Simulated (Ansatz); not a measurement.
# CH3F2LiSi: molecular dynamics

Aim: follow the molecule's vibrations and see whether its bonds hold. The start is relaxed first. Runs: 500 steps of 0.25 fs at constant energy (fourth-order Milne integrator), with velocities drawn for 300 K. SMILES of the start: [Li][Si](C)(F)F.

All numbers below are computed with Ansatz 0.2.0 (RKS PBE-D4/6-31G).

### Step 1. Starting point

Bond lengths: Li1–Si2 2.415 Å, Si2–C3 1.909 Å, Si2–F4 1.661 Å, Si2–F5 1.657 Å, C3–H6 1.087 Å, C3–H7 1.089 Å, C3–H8 1.087 Å. Angles: Li1–Si2–C3 159.3°, Li1–Si2–F4 89.6°, Li1–Si2–F5 94.1°, C3–Si2–F4 102.2°, C3–Si2–F5 101.9°, F4–Si2–F5 93.8°, Si2–C3–H6 111.2°, Si2–C3–H7 111.1°, Si2–C3–H8 111.3°, H6–C3–H7 107.8°, H6–C3–H8 107.5°, H7–C3–H8 107.8°.

Structure file:

```xyz
8

Li   -2.7249    1.5211   -0.4911
Si   -0.6033    0.4118   -0.1744
C     0.7485   -0.6558    0.6487
F    -0.7819   -0.3241   -1.6528
F     0.2809    1.6725   -0.7860
H     1.1252   -0.1837    1.5528
H     1.5918   -0.8082   -0.0240
H     0.3637   -1.6337    0.9269
```

### Step 2. Relaxing the start

Contents of input.yaml:

```yaml
crystal:
  periodic: [false, false, false]
  atoms:
    - { symbol: Li, position_ang: [-2.7249, 1.52108, -0.49113] }
    - { symbol: Si, position_ang: [-0.60333, 0.41184, -0.17443] }
    - { symbol: C, position_ang: [0.74851, -0.65584, 0.64873] }
    - { symbol: F, position_ang: [-0.78185, -0.32409, -1.65285] }
    - { symbol: F, position_ang: [0.28092, 1.67255, -0.78603] }
    - { symbol: H, position_ang: [1.12515, -0.18366, 1.55281] }
    - { symbol: H, position_ang: [1.5918, -0.80818, -0.02398] }
    - { symbol: H, position_ang: [0.36369, -1.6337, 0.92689] }
basis:
  gaussian: { orbitals: "6-31G" }
hamiltonian:
  xc: pbe
  dispersion: d4
relax:
  f_tol: 0.02
  max_steps: 40
scf:
  lower_state_search: "off"
```

Command:

```
$ ansatz run input.yaml --threads 1 --pin off --max-ram 2048MiB --backend cpu --events-out ev --progress --plain --runs-dir out
```

Further steps of the session: Dynamics.

What does the calculation give? Wanted: relaxation of the start; temperature, first and last step; temperature, second half; potential energy, second half; largest change of the total energy; bonds formed or broken.

As calculated:

| quantity | value |
| --- | --- |
| relaxation of the start | 7 moves, 0.459 eV lower |
| length | 500 steps of 0.25 fs |
| temperature, first and last step | 300 and 173 K |
| temperature, second half | mean 148 K, from 99 to 224 K |
| potential energy, second half | +15 meV/atom from the start |
| largest change of the total energy | 0.00 meV/atom |
| bonds formed or broken | 0 |

The temperature starts at 300 K and averages 148 K in the second half, where it ranges from 99 to 224 K. About half is expected from a start at a minimum: kinetic energy passes into potential energy until both shares match. The total energy strays from its start by at most 0.00 meV/atom, under 0.1 % of the mean kinetic energy, which is good for a step of 0.25 fs. No bond forms or breaks. 125 fs on 8 atoms is far too short and small for converged averages. The nuclei move classically, without zero-point motion, which matters most for hydrogen. In so small a basis the energies are only a sketch.
